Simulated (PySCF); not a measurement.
# [Gd(H2O)2]2+: other functionals and bases at one geometry

How far do other levels of theory move the description of [Gd(H2O)2]2+, and what does each cost? The structure is generated, not taken from experiment.

Program: PySCF 2.14.0. Level of theory: several levels, as the steps say, no spin–orbit coupling. These are calculated values, not measurements.

1 further run of the same task is left out (for a known fault of the program).

### Step 1. Where the work starts

7 atoms, charge 2, spin multiplicity 1.

Bond lengths: Gd1–O2 2.464 Å, Gd1–O5 2.464 Å, O2–H3 0.974 Å, O2–H4 0.974 Å, O5–H6 0.974 Å, O5–H7 0.974 Å. Angles: O2–Gd1–O5 180.0°, Gd1–O2–H3 128.4°, Gd1–O2–H4 128.4°, H3–O2–H4 103.2°, Gd1–O5–H6 128.4°, Gd1–O5–H7 128.4°, H6–O5–H7 103.2°.

As a file:

```csv
atom,x (Å),y (Å),z (Å)
Gd1,0.00000,0.00000,0.00000
O2,0.00000,0.00000,2.46391
H3,0.54011,0.54011,3.06880
H4,-0.54011,-0.54011,3.06880
O5,0.00000,0.00000,-2.46391
H6,0.54011,-0.54011,-3.06880
H7,-0.54011,0.54011,-3.06880
```

Formal oxidation states: Gd +2. Each metal's 8 4f electrons lie in its core potential, so multiplicities, spins and levels count the valence alone. For divalent La, Ce, Gd or Lu the extra electron is normally 5d or 6s, so this core forces an excited configuration. An earlier session relaxed this geometry at PBE0, Gd lcecp-0-SVP with ECP54, O def2-SVP, H def2-SVP (singlet, point group D2d).

At PBE0 on the finer grid: E = -181.964058 Eh, frontier levels not given, since the 4f levels lie in the core, Mulliken charge on Gd1 +1.59 e, largest force component 0.001 eV/Å. 

Levels to run: M06-L; r2SCAN; PBE0, TZVP. Hardware: 2 threads of Arm Neoverse V1, shared host.

### Step 2. M06-L

Contents of run.py (the lines that set the calculation):

```python
mol = gto.M(atom='''
Gd     0.00000     0.00000     0.00000
O      0.00000     0.00000     2.46391
H      0.54011     0.54011     3.06880
H     -0.54011    -0.54011     3.06880
O      0.00000     0.00000    -2.46391
H      0.54011    -0.54011    -3.06880
H     -0.54011     0.54011    -3.06880''',
    basis={'Gd': 'lcecp-0-SVP', 'O': 'def2-SVP', 'H': 'def2-SVP'},
    ecp={'Gd': 'lcecp-0-SVP'},
    charge=2, spin=0)
mf = dft.RKS(mol, xc='M06L')
mf.grids.atom_grid = (75, 302)  # f atoms: unpruned, at least (60, 302)
mf = mf.density_fit()  # fitting sets: Gd AutoAux, O def2-universal-JKFIT, H def2-universal-JKFIT
mf.conv_tol = 1e-08; mf.max_cycle = 55
mf.kernel(dm0)  # dm0: the density of the relaxed state
```

On the command line:

```console
OMP_NUM_THREADS=2 python run.py
```

### Step 3. r2SCAN

Changes to run.py (the lines that set the calculation) since step 2:

```diff
@@ -11,3 +11,3 @@
     charge=2, spin=0)
-mf = dft.RKS(mol, xc='M06L')
+mf = dft.RKS(mol, xc='R2SCAN')
 mf.grids.atom_grid = (75, 302)  # f atoms: unpruned, at least (60, 302)
```

### Step 4. PBE0, TZVP

Basis: Gd lcecp-0-TZVP with ECP54, O def2-TZVP, H def2-TZVP. 

Contents of run.py (the lines that set the calculation):

```python
mol = gto.M(atom='''
Gd     0.00000     0.00000     0.00000
O      0.00000     0.00000     2.46391
H      0.54011     0.54011     3.06880
H     -0.54011    -0.54011     3.06880
O      0.00000     0.00000    -2.46391
H      0.54011    -0.54011    -3.06880
H     -0.54011     0.54011    -3.06880''',
    basis={'Gd': 'lcecp-0-TZVP', 'O': 'def2-TZVP', 'H': 'def2-TZVP'},
    ecp={'Gd': 'lcecp-0-TZVP'},
    charge=2, spin=0)
mf = dft.RKS(mol, xc='PBE0')
mf.grids.atom_grid = (75, 302)  # f atoms: unpruned, at least (60, 302)
mf = mf.density_fit()  # fitting sets: Gd AutoAux, O def2-universal-JKFIT, H def2-universal-JKFIT
mf.conv_tol = 1e-08; mf.max_cycle = 55
mf.kernel(dm0)  # dm0: free metal ions and neutral atoms
```

Q: Predict the outcome of this session. Wanted: for each run, charge on Gd1; dipole; largest force.

The runs gave:

| level | state | charge on Gd1 (e) | dipole (D) | largest force (eV/Å) | basis functions | time |
| --- | --- | --- | --- | --- | --- | --- |
| PBE0 (relaxed here) | singlet | 1.59 | 0.00 | 0.00 | 79 | 9.2 s |
| M06-L | singlet | 1.62 | 0.00 | 0.04 | 79 | 4.7 s |
| r2SCAN | singlet | 1.58 | 0.00 | 0.14 | 79 | 4.7 s |
| PBE0, TZVP | singlet | 1.79 | 0.00 | 0.38 | 133 | 11 s |

Times are on 2 threads of Arm Neoverse V1, shared host; the first row also made further properties. The dipole of a charged species depends on the origin, so these sizes hold for this origin alone.

The largest leftover force, 0.38 eV/Å with PBE0, TZVP, stands at a geometry relaxed at another level. The Mulliken charge on Gd spans +1.58 to +1.79 e over the levels. With 4f in the core, its levels are missing from HOMO and gap. Total energies of different levels can't be compared. Spin–orbit coupling is left out throughout.
